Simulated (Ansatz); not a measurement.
# MgB (Pm-3m) in Ansatz: notebook

One crystal, MgB, is run at these levels: PBE; tasks: single point.

Program: Ansatz 0.2.0. These are calculated values, not measurements. Logs are shortened: lines on timing, memory, paths and dates and some standing lists are left out, and cuts for length are marked.

## (1) Starting point

The structure is cubic, space group Pm-3m (No. 221). The conventional cell has a = 2.895 Å, b = 2.895 Å, c = 2.895 Å, α = 90.00°, β = 90.00°, γ = 90.00°. Mg (site symmetry m-3m) is surrounded by 8 B at 2.51 Å. B (site symmetry m-3m) is surrounded by 8 Mg at 2.51 Å.

The cell was built by a generator and needn't be a form met in nature.

## (2) Single point, PBE

input.yaml reads:

```yaml
crystal:
  lattice:
    - [2.89515, 0.0, 0.0]
    - [0.0, 2.89515, 0.0]
    - [0.0, 0.0, 2.89515]
  atoms:
    - { symbol: Mg, position: [0.0, 0.0, 0.0] }
    - { symbol: B, position: [0.5, 0.5, 0.5] }
hamiltonian:
  xc: pbe
  pseudopotentials: { kind: paw }
kpoints:
  mp_grid: { grid: [9, 9, 9] }
scf:
  occupations: { method: fermi_dirac, width: 0.05 }
basis:
  ecutwfc: "350 eV"
output:
  forces: true
  stress: true
  eigenvalues: true
  write_density: true
  write_potential: true
  elf: true
  volumetric_format: npy
```

Potentials or basis: Ansatz PAW.

On the command line:

```
> ansatz run input.yaml --threads 2 --pin off --max-ram 5632MiB --backend cpu --events-out ev --progress --plain --runs-dir out
```

Log:

```text
Warning: basis.ecutwfc = 350 eV is below the records' recommended 420 eV, and the density's cutoff is lower with it unless basis.ecutrho_ratio is high enough to keep the records' density cutoff: compare with a run at a higher cutoff
Warning: RAYON_NUM_THREADS=2 ignored (pool sized by the plan → 2); use --threads N
Engine: ansatz 0.2.0, x86_64-unknown-linux-gnu
Pseudopotentials: kind: paw
Pseudopotential: Mg, paw, valence charge 10, recommended cutoff 420 eV (normal), Mg.paw.azcp
Pseudopotential: B, paw, valence charge 3, recommended cutoff 420 eV (normal), B.paw.azcp
Functional definition: PBE
  parameter kappa = 0.804
  parameter beta = 0.06672455060314922
  exchange = pbe_x(kappa = kappa, mu = beta*pi^2/3)
  correlation = pbe_c(beta = beta)
Crystal: 2 atoms, lattice volume = 24.267 Å³
Basis set: ecut = 350 eV, 365 PW (Γ), exchange–correlation on 36×36×36 points (8 copies of the dense FFT grid, shifted against one another)
Bands: 11, of which v1, the nominal top of the filled ones, is band 7 counted from 1 (6 counted from 0)
Symmetry: 48 space group operations
Space group: Pm-3m (ITA 221), of the structure as read, at distance tolerance 2.9e-5 Å
k-points: 35 of 729
Non-local potential: Mg, projectors of the file, l = 0: 3, l = 1: 2, l = 2: 1
Non-local potential: B, projectors of the file, l = 0: 2, l = 1: 2, l = 2: 1
PAW form: soft (Blöchl's): semilocal exchange-correlation on the pseudo side does not see the compensation charge
PAW one-centre angular grid: Mg, 110 points (default); XC on 64 Gauss nodes
PAW one-centre angular grid: B, 110 points (default); XC on 64 Gauss nodes
Initial density: superposition of atomic densities (neutral atoms: chi_scale 0, normalization atom), corrected by the library's trained network
Initial wavefunctions: pseudopotential atomic-orbital guess
Functional: x = pbe(κ = 0.804, μ = 0.2195149727645171), c = pbe(β = 0.06672455060314922)
SCF iter   1: F=—  HF=-2078.104998 eV  |F-HF|=—  |Δ(HF+E_count)|=         —  Δρ=1.85e-3  dr2=1.17e-3  ethr=1.77e-3  ⟨swp⟩=5.1  Hψ=2306  notcnv=0
preconditioner: auto → none  [metal: Δε(μ)=0.074 eV  Ē_g=10.814 eV  σ=0.050 eV  W_gap=0.33  n_scr=6 (ndim 8)  ℏωp=16.9 eV  f_vac=0.000  D(μ)=0.85/eV (n_scr^D=6)  sad-step TF]
SCF iter   2: F=—  HF=-2078.104781 eV  |F-HF|=—  |Δ(HF+E_count)|=   2.17e-4  Δρ=1.08e-3  dr2=4.25e-4  ethr=9.02e-6  ⟨swp⟩=1.3  Hψ=687  notcnv=0
SCF iter   3: F=—  HF=-2078.104667 eV  |F-HF|=—  |Δ(HF+E_count)|=   1.14e-4  Δρ=1.57e-4  dr2=4.11e-6  ethr=3.27e-6  ⟨swp⟩=1.9  Hψ=447  notcnv=0
SCF iter   4: F=—  HF=-2078.104694 eV  |F-HF|=—  |Δ(HF+E_count)|=   2.71e-5  Δρ=2.90e-5  dr2=8.78e-8  ethr=3.16e-8  ⟨swp⟩=2.1  Hψ=598  notcnv=0
iter 5 did not close the SCF: its close was put off for the readings that it lacked (scf_convergence_deferred on its scf_iter line)
SCF iter   5: F=-2078.104694 eV  HF=-2078.104694 eV  |F-HF|=5.07e-9  |Δ(HF+E_count)|=   2.98e-9  Δρ=9.57e-6  dr2=7.82e-9  ethr=6.76e-10  ⟨swp⟩=2.9  Hψ=491  notcnv=0
SCF iter   6: F=-2078.104694 eV  HF=-2078.104694 eV  |F-HF|=2.08e-10  |Δ(HF+E_count)|=   2.24e-9  Δρ=1.52e-6  dr2=1.71e-10  ethr=6.01e-11  ⟨swp⟩=5.8  Hψ=1832  notcnv=0
SCF 1 converged in 6 iterations: F = -2078.104694 eV  dr2 = 1.71e-10
SCF converged after 6 iterations
Free energy (F): -2078.104694 eV
Harris-Foulkes:  -2078.104694 eV  (|F-HF|=2.08e-10)
Internal energy: -2078.097974 eV  (E = F + TS)
E sigma→0 (E₀):  -2078.101334 eV
Entropy (-TS):   -0.006719 eV (-3.360 meV/atom)
Fermi energy:    8.535518 eV
--- Per-component energies (eV) ---
  E_band       = -314.182805
  E_kinetic    = 118.527197
  E_local      = -1534.447124  (includes V_loc(G=0)·N_el)
  E_nonlocal   = 108.396357
  E_hartree    = 548.287800
  E_xc         = -59.949783
  E_vxc        = -74.063289  (∫ρ·V_xc dr)
  E_paw        = -370.155685  (= ΣΔE_a)
  E_vpaw       = -29.171658  (= ΣTr[D̂ρ^β])
  E_aug_tail   = -0.000006  (compensation charges beyond the density's cutoff)
  E_ewald      = -888.756732
  E_smearing   = -0.006719  (= −TS)
  E_closure    = -0.000000  (closes the sum)
  Σ components = -2078.104694   (vs F -2078.104694, Δ=0.00e0)
--- Forces (eV/Å), atoms counted from 1 ---
  atom   1  Mg    -0.00000000     0.00000000     0.00000000
  atom   2  B      0.00000000    -0.00000000     0.00000000
  max |Σ_I F_I| component: 7.81e-31 eV/Å
--- Stress (GPa, compression-positive) ---
        0.196040      -0.000000       0.000000
       -0.000000       0.196040       0.000000
        0.000000       0.000000       0.196040
  P = ⅓ Tr σ = 0.1960 GPa (1.960 kbar)
--- Band table (eV; the first three rows and the last of 35) ---
  k-point 0: bands = ["-66.7883", "-33.5192", "-33.5192", "-33.5192", "-2.3562", "10.9104", "10.9104", "10.9104", "15.4313", "15.4313", "17.3538"]
  k-point 1: bands = ["-66.7879", "-33.5254", "-33.5186", "-33.5186", "-2.1600", "9.4837", "11.0217", "11.0217", "15.6494", "16.5215", "17.9228"]
  k-point 2: bands = ["-66.7867", "-33.5413", "-33.5172", "-33.5172", "-1.5795", "7.1107", "11.3250", "11.3250", "16.3010", "17.3792", "19.7395"]
  k-point 34: bands = ["-66.7768", "-33.5583", "-33.5581", "-33.5581", "5.5121", "7.0965", "7.0965", "7.8348", "12.6984", "12.6984", "12.7014"]
```

It took 0.66 s on 2 threads of Intel Xeon at 2.70GHz, shared host; peak memory 0.28 GiB.

Results:

| Property | Result |
| --- | --- |
| Free energy | -2078.1047 eV |
| Pressure | 0.2 GPa |
| Band gap on the k mesh | none (metal or under the smearing width) |

Levels at points of the mesh, in eV from the Fermi level:
| k point | band 2 | band 3 | band 4 | band 5 | band 6 | band 7 | band 8 | band 9 | band 10 | band 11 |
| --- | --- | --- | --- | --- | --- | --- | --- | --- | --- | --- |
| (0.00, 0.00, 0.00) | -42.05 | -42.05 | -42.05 | -10.89 | 2.37 | 2.37 | 2.37 | 6.90 | 6.90 | 8.82 |

Caveat: the pressure holds a Pulay correction of +0.6 GPa for the finite cutoff; the cutoff lies under the one recommended for these potentials.

## (3) Single point, PBE

input.yaml: that of step 2 with these lines changed.

```diff
@@ -12,7 +12,5 @@
 kpoints:
-  mp_grid: { grid: [9, 9, 9] }
+  mp_grid: { grid: [3, 3, 3] }
 scf:
   occupations: { method: fermi_dirac, width: 0.05 }
-basis:
-  ecutwfc: "350 eV"
 output:
@@ -21,5 +19 @@
   eigenvalues: true
-  write_density: true
-  write_potential: true
-  elf: true
-  volumetric_format: npy
```

Potentials or basis: Ansatz PAW.

On the command line:

```
> ansatz run input.yaml --threads 2 --pin off --max-ram 5632MiB --backend cpu --events-out ev --progress --plain --runs-dir out
```

Run time: 0.47 s. Hardware: 2 threads of Intel Xeon at 2.70GHz, shared host; peak memory 0.27 GiB.

The run converged. Its results:

| Property | Result |
| --- | --- |
| Free energy | -2077.8921 eV |
| Pressure | -0.4 GPa |
| Band gap on the k mesh | none (metal or under the smearing width) |

Levels at points of the mesh, in eV from the Fermi level:
```
           k point  band 4  band 5  band 6  band 7  band 8  band 9
(0.00, 0.00, 0.00)  -40.73   -9.62    3.63    3.63    3.63    8.18
```

Caveat: the k mesh is coarse (spacing up to 0.72 Å⁻¹), so the values aren't converged.

## (4) Single point, PBE

input.yaml: that of step 3 with these lines changed.

```diff
@@ -12,3 +12,3 @@
 kpoints:
-  mp_grid: { grid: [3, 3, 3] }
+  mp_grid: { grid: [13, 13, 13] }
 scf:
```

Potentials or basis: Ansatz PAW.

On the command line:

```
> ansatz run input.yaml --threads 2 --pin off --max-ram 5632MiB --backend cpu --events-out ev --progress --plain --runs-dir out
```

Log:

```text
Warning: RAYON_NUM_THREADS=2 ignored (pool sized by the plan → 2); use --threads N
[... 9 set-up lines as earlier in the session ...]
Crystal: 2 atoms, lattice volume = 24.267 Å³
Basis set: ecut = 420 eV, 461 PW (Γ), exchange–correlation on 40×40×40 points (8 copies of the dense FFT grid, shifted against one another)
Bands: 11, of which v1, the nominal top of the filled ones, is band 7 counted from 1 (6 counted from 0)
[... 2 set-up lines as earlier in the session ...]
k-points: 84 of 2197
[... 2 set-up lines as earlier in the session ...]
[... 24 lines left out ...]
--- Per-component energies (eV) ---
  E_band       = -314.274479
  E_kinetic    = 118.498504
  E_local      = -1534.393355  (includes V_loc(G=0)·N_el)
  E_nonlocal   = 108.463071
  E_hartree    = 548.203418
  E_xc         = -59.945069
  E_vxc        = -74.054646  (∫ρ·V_xc dr)
  E_paw        = -370.177292  (= ΣΔE_a)
  E_vpaw       = -29.194787  (= ΣTr[D̂ρ^β])
  E_aug_tail   = -0.000003  (compensation charges beyond the density's cutoff)
  E_ewald      = -888.756732
  E_smearing   = -0.004080  (= −TS)
  E_closure    = 0.000000  (closes the sum)
  Σ components = -2078.111539   (vs F -2078.111539, Δ=0.00e0)
--- Forces (eV/Å), atoms counted from 1 ---
  atom   1  Mg    -0.00000000    -0.00000000    -0.00000000
  atom   2  B      0.00000000    -0.00000000     0.00000000
  max |Σ_I F_I| component: 7.07e-31 eV/Å
--- Stress (GPa, compression-positive) ---
        0.162968       0.000000       0.000000
        0.000000       0.162968       0.000000
        0.000000       0.000000       0.162968
  P = ⅓ Tr σ = 0.1630 GPa (1.630 kbar)
--- Band table (eV; the first three rows and the last of 84) ---
  k-point 0: bands = ["-66.8031", "-33.5337", "-33.5337", "-33.5337", "-2.3513", "10.9161", "10.9161", "10.9161", "15.4301", "15.4301", "17.3591"]
  k-point 1: bands = ["-66.8029", "-33.5368", "-33.5334", "-33.5334", "-2.2572", "10.1369", "10.9698", "10.9698", "15.5345", "16.0895", "17.5971"]
  k-point 2: bands = ["-66.8022", "-33.5452", "-33.5327", "-33.5327", "-1.9764", "8.5914", "11.1248", "11.1248", "15.8474", "16.9276", "18.5794"]
  k-point 83: bands = ["-66.7914", "-33.5733", "-33.5732", "-33.5732", "5.9503", "7.1027", "7.1027", "7.6144", "12.5465", "12.5472", "12.5472"]
```

It took 0.96 s on 2 threads of Intel Xeon at 2.70GHz, shared host; peak memory 0.3 GiB.

What came out:

```
Free energy            : -2078.1115 eV
Pressure               : 0.2 GPa
Band gap on the k mesh : none (metal or under the smearing width)
```

## (5) Summary

| k mesh | cutoff (eV) | mesh quality | gap on the mesh (eV) | pressure (GPa) |
| --- | --- | --- | --- | --- |
| 9 × 9 × 9 | 350 | not flagged | none | 0.2 |
| 3 × 3 × 3 | 420 | coarse | none | -0.4 |
| 13 × 13 × 13 | 420 | not flagged | none | 0.2 |

Alike in all rows: task single point; level PBE; potentials or basis Ansatz PAW; no spin polarisation; cell as given; smearing fermi-dirac 0.05 eV.

Caveats: some runs use coarse meshes; the cutoff lies under the one recommended for these potentials (some runs).

Absolute energies hang on the potentials; compare differences alone.
